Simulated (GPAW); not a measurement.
# NbTe (P-6m2) in GPAW: single point with PBE+U

Aim: the single point of NbTe with PBE+U.

Program: GPAW 26.7.0. These are calculated values, not measurements. Logs are shortened: lines on timing, memory, paths and dates and some standing lists are left out, and cuts for length are marked. The log counts tension as positive stress, the text compression.

### Step 1. Starting point

The structure is hexagonal, space group P-6m2 (No. 187). Conventional cell: a = 3.703 Å, b = 3.703 Å, c = 3.694 Å, α = 90.00°, β = 90.00°, γ = 120.00°. Te (site symmetry -6m2) has 6 Nb at 2.83 Å as nearest neighbours. Nb (site symmetry -6m2) is surrounded by 6 Te at 2.83 Å.

The cell comes from a database or a generator and needn't be the stable form of this composition.

### Step 2. Single point, PBE+U

Input file run.py:

```python
from ase.dft.bandgap import bandgap
from ase.io import read, write
from ase.units import GPa
from gpaw import GPAW, PW

atoms = read('NbTe.cif')

calc = GPAW(mode=PW(500),
            xc='PBE',
            kpts={'size': (7, 7, 6), 'gamma': True},
            occupations={'name': 'fermi-dirac', 'width': 0.05},
            setups={'Nb': '5:d,2.0', 'Te': '16'},
            nbands=-11,
            maxiter=120,
            txt='gpaw.txt')
atoms.calc = calc
energy = atoms.get_potential_energy()
forces = atoms.get_forces()
stress = atoms.get_stress()
calc.write('gs.gpw')
write('result.traj', atoms)
print(f'Energy: {energy:.6f} eV')
print('Forces (eV/A):')
print(forces.round(4))
print('Stress (GPa):', (stress / GPa).round(3))
print('Fermi level:', round(calc.get_fermi_level(), 4), 'eV')
print(f'Gap: {bandgap(calc)[0]:.4f} eV, direct: {bandgap(calc, direct=True)[0]:.4f} eV')
```

Input file NbTe.cif:

```cif
data_NbTe
_cell_length_a 3.70297439
_cell_length_b 3.70297439
_cell_length_c 3.69421100
_cell_angle_alpha 90.00000000
_cell_angle_beta 90.00000000
_cell_angle_gamma 120.00000000
_space_group_name_H-M_alt 'P-6m2'
_space_group_name_Hall 'P -6 2'
_space_group_IT_number 187
loop_
_space_group_symop_operation_xyz
'x,y,z'
'-x+y,-x,-z'
'-y,x-y,z'
'x,y,-z'
'-x+y,-x,z'
'-y,x-y,-z'
'-y,-x,-z'
'x,x-y,z'
'-x+y,y,-z'
'-y,-x,z'
'x,x-y,-z'
'-x+y,y,z'
loop_
_atom_site_label
_atom_site_type_symbol
_atom_site_symmetry_multiplicity
_atom_site_Wyckoff_symbol
_atom_site_fract_x
_atom_site_fract_y
_atom_site_fract_z
_atom_site_occupancy
Te1 Te 1 e 0.6666666667 0.3333333333 0.0000000000 1
Nb1 Nb 1 b 0.0000000000 0.0000000000 0.5000000000 1
```

Potentials or basis: GPAW PAW data sets (gpaw-data 1.2.1), other valence, pw.

Started as:

```
$ OMP_NUM_THREADS=1 python run.py
```

gpaw.txt:

```text
__  _  _
 | _ |_)|_||  |
 |__||  | ||/\| - 26.7.0

Input parameters:
  mode=PW(ecut=500.0),
  kpts=MonkhorstPack(size=(7, 7, 6), gamma=True),
  maxiter=120,
  nbands=-11,
  occupations=Occupations(name='fermi-dirac', width=0.05),
  setups={'Nb': '5:d,2.0', 'Te': '16'},
  xc=XC(name='PBE')

Diagonalizing LCAO Hamiltonian
Converting LCAO to pw mode

       Nb

            Te

Atoms  # Å, Bohr magnetons
|   | symbol |        x |        y |        z |    initial magnetic moments |
|---|--------|----------|----------|----------|-----------------------------|
| 0 |     Te | 1.851487 | 1.068957 | 0.000000 | ( 0.0000,  0.0000,  0.0000) |
| 1 |     Nb | 0.000000 | 0.000000 | 1.847106 | ( 0.0000,  0.0000,  0.0000) |

Unit cell  # Å
| periodic |         x |        y |        z |  lengths |     angles |
|----------|-----------|----------|----------|----------|------------|
|      yes |  3.702974 | 0.000000 | 0.000000 | 3.702974 |  90.000000 |
|      yes | -1.851487 | 3.206870 | 0.000000 | 3.702974 |  90.000000 |
|      yes |  0.000000 | 0.000000 | 3.694211 | 3.694211 | 120.000000 |

Number of symmetries: 12
Symmetry operations  # r_c * U_cc + t_c -> r_c
|    | kind |            matrix            |
|----|------|------------------------------|
|  0 |  σ   |  1, 1, 0,  0,-1, 0,  0, 0, 1 |
|  1 |  C2  |  1, 1, 0,  0,-1, 0,  0, 0,-1 |
|  2 |  E   |  1, 0, 0,  0, 1, 0,  0, 0, 1 |
|  3 |  σ   |  1, 0, 0,  0, 1, 0,  0, 0,-1 |
|  4 |  C3  |  0, 1, 0, -1,-1, 0,  0, 0, 1 |
|  5 |  S3  |  0, 1, 0, -1,-1, 0,  0, 0,-1 |
|  6 |  σ   |  0,-1, 0, -1, 0, 0,  0, 0, 1 |
|  7 |  C2  |  0,-1, 0, -1, 0, 0,  0, 0,-1 |
|  8 |  σ   | -1, 0, 0,  1, 1, 0,  0, 0, 1 |
|  9 |  C2  | -1, 0, 0,  1, 1, 0,  0, 0,-1 |
| 10 |  C3  | -1,-1, 0,  1, 0, 0,  0, 0, 1 |
| 11 |  S3  | -1,-1, 0,  1, 0, 0,  0, 0,-1 |

BZ-sampling:
  Number of BZ points: 294
  Number of IBZ points: 32

  Monkhorst-Pack size: [7, 7, 6]
  Monkhorst-Pack shift: [0.0, 0.0, 0.08333333333333333]

K-points  # in reciprocal-cell coordinates
|     |                                coordinates |     weight |
|-----|--------------------------------------------|------------|
|   0 | (  0.00000000,   0.00000000,   0.00000000) | 0.00340136 |
|   1 | (  0.00000000,   0.00000000,   0.16666667) | 0.00680272 |
|   2 | (  0.00000000,   0.00000000,   0.33333333) | 0.00680272 |
|   3 | (  0.00000000,   0.00000000,   0.50000000) | 0.00340136 |
|   4 | (  0.14285714,   0.00000000,   0.00000000) | 0.02040816 |
|   5 | (  0.14285714,   0.00000000,   0.16666667) | 0.04081633 |
|   6 | (  0.14285714,   0.00000000,   0.33333333) | 0.04081633 |
|   7 | (  0.14285714,   0.00000000,   0.50000000) | 0.02040816 |
|   8 | (  0.28571429,  -0.14285714,   0.00000000) | 0.02040816 |
|   9 | (  0.28571429,  -0.14285714,   0.16666667) | 0.04081633 |
| ... |                                            |            |
|  31 | (  0.42857143,   0.42857143,   0.50000000) | 0.02040816 |

Plane wave coefficients: 1141
Cutoff: 500.0 eV

Spin-components: 1 (collinear spins)
Bands:           21
Projectors:      12
Spin-degeneracy: 2
Datatype:        complex128

Parallelization:
  kpt:    1
  domain: 1
  band:   1

Density:
  Valence electrons: 21.0
  Components: 1
  Grid points: [20 20 20]
  Charge: 0.0  # |e|

Potential:
  Grid points: [20 20 20]

species:
  Te:
    name:    Tellurium
    Z:       52.0
    valence: 16
    core:    36
    charge:  0.0  # [|e|]
    compensation charges:
      type: gauss
      rc: 0.37  # [Å]
      lmax: 2
    cutoffs:
      filter: 2.06  # [Å]
      core: 2.12  # [Å]
    projectors
    | kind |    occ | energy [eV] | rcut [Å] |
    |------|--------|-------------|----------|
    |   5s |  2.000 |     -15.088 |    1.164 |
    |   5p |  4.000 |      -5.955 |    1.164 |
    |   4d | 10.000 |     -41.660 |    1.164 |
    |    s |        |      12.123 |    1.164 |
    |    p |        |      21.256 |    1.164 |
    |    d |        |     -14.449 |    1.164 |

    Using partial waves for Te as LCAO basis

  Nb:
    name:    Niobium
    Z:       41.0
    valence: 5
    core:    36
    charge:  0.0  # [|e|]
    Hubbard: {U: 2.0,  # eV
              l: 2,
              scale: True}
    compensation charges:
      type: gauss
      rc: 0.44  # [Å]
      lmax: 2
    cutoffs:
      filter: 2.73  # [Å]
      core: 3.66  # [Å]
    projectors
    | kind |    occ | energy [eV] | rcut [Å] |
    |------|--------|-------------|----------|
    |   5s |  1.000 |      -3.980 |    1.535 |
    |   5p |  0.000 |      -1.112 |    1.535 |
    |   4d |  4.000 |      -3.041 |    1.376 |
    |    s |        |      23.232 |    1.535 |
    |    p |        |      26.100 |    1.535 |
    |    d |        |      24.171 |    1.376 |

    Using partial waves for Nb as LCAO basis

Reference energy: -288696.831220  # eV

eigensolver:
  PPCG
  Converge bands: occupied
  niter=2

density mixing:
  MSR1-Mixer
  Pratt-step length: 0.05
  Maximum mixing coefficient: 0.75
  Old densities: 10
  SVD Regularization: 0.005
  Good broyden scale: 1.0
  Trust region scale: 1.0
  Backstep threshold: 4.0
  History deletion threshold: 6.0
  Fourier metric: weight=20.0, sigma=0.015

occupation numbers:
  Fermi-Dirac:
    width: 0.0500  # eV

poisson solver:
  ecut: 4000.0  # eV

xc functional:
  name: PBE with 2 nearest neighbor stencil

convergence criteria:
- Maximum [total energy] change in last 3 cyles: 0.0005 eV / valence electron
- Maximum integral of absolute [dens]ity change: 0.0001 electrons / valence electron
- Maximum integral of absolute [eigenst]ate change: 4e-08 eV^2 / valence electron
maximum number of iterations: 120

SCF iterations
|iter     | |      energy | eigst |  dens |
|---------|-|-------------|-------|-------|
|iter:   1| |  -11.819767 | -0.10 |       |
|iter:   2| |  -11.687864 | -2.43 | -1.12 |
|iter:   3| |  -11.241425 | -1.85 | -1.16 |
|iter:   4| |  -11.244271 | -3.07 | -1.83 |
|iter:   5| |  -11.247027c| -3.64 | -2.17 |
|iter:   6| |  -11.248266c| -4.33 | -2.57 |
|iter:   7| |  -11.248427c| -5.35 | -3.30 |
|iter:   8| |  -11.248460c| -6.01 | -3.74 |
|iter:   9| |  -11.248466c| -6.80 | -4.25c|
|iter:  10| |  -11.248466c| -7.40c| -5.01c|

Converged in 10 steps
Energy contributions relative to reference atoms: (reference = -288696.831220)

Energy contributions:
  Kinetic:          -1.769763
  Coulomb:          -1.529359
  Zero:              0.223175
  External:          0.000000
  Xc:               -8.167542
  Entropy:          -0.009957
  Spinorbit:         0.000000
  ----------------------------
  Free energy:     -11.253445
  Extrapolated:    -11.248466

dipole moment: (-2.136151, -10.191422, -15.128330)  # |e|*Ang

Fermi level: 10.224
Eigenvalues  # (at kpt = [0.000, 0.000, 0.000])
| band index |      eig [eV] | occ [0-2] |
|------------|---------------|-----------|
|          0 |       -27.765 |     2.000 |
|        ... |               |           |
|          2 |       -27.764 |     2.000 |
|          3 |       -27.755 |     2.000 |
|          4 |       -27.755 |     2.000 |
|          5 |        -3.954 |     2.000 |
|          6 |         7.197 |     2.000 |
|          7 |         7.197 |     2.000 |
[... 8 lines left out ...]
|         16 |        17.067 |     0.000 |
|         17 |        17.067 |     0.000 |
|        ... |               |           |
|         20 |        23.262 |     0.000 |

No gap
No difference between direct/indirect transitions

Forces  # eV/Ang
|       x |        y |       z |
|---------|----------|---------|
| 0.00000 | -0.00000 | 0.00000 |  # Te   0
| 0.00000 | -0.00000 | 0.00000 |  # Nb   1

Stress tensor  # eV/Ang^3
|        x |        y |         z |
|----------|----------|-----------|
| 0.002839 | 0.000000 |  0.000000 |
| 0.000000 | 0.002839 |  0.000000 |
| 0.000000 | 0.000000 | -0.000211 |

# Writing to gs.gpw (mode='')
```

It took 13 s on 1 thread of Intel Xeon Platinum 8259CL at 2.50GHz (Skylake/Cascade Lake), shared host; peak memory 0.16 GiB.

Results:

```
Free energy            : -11.2534 eV
Pressure               : -0.3 GPa
Band gap on the k mesh : none (metal or under the smearing width)
```

Stress tensor (GPa, compression positive):
```
-0.45  0.00  0.00
 0.00 -0.45  0.00
 0.00  0.00  0.03
```

Caveat: the cutoff is short for stress and forces, so pressures can be off by a GPa or more; U without spin polarisation on a metal has little footing; the U is typed as a test and isn't derived for this compound.
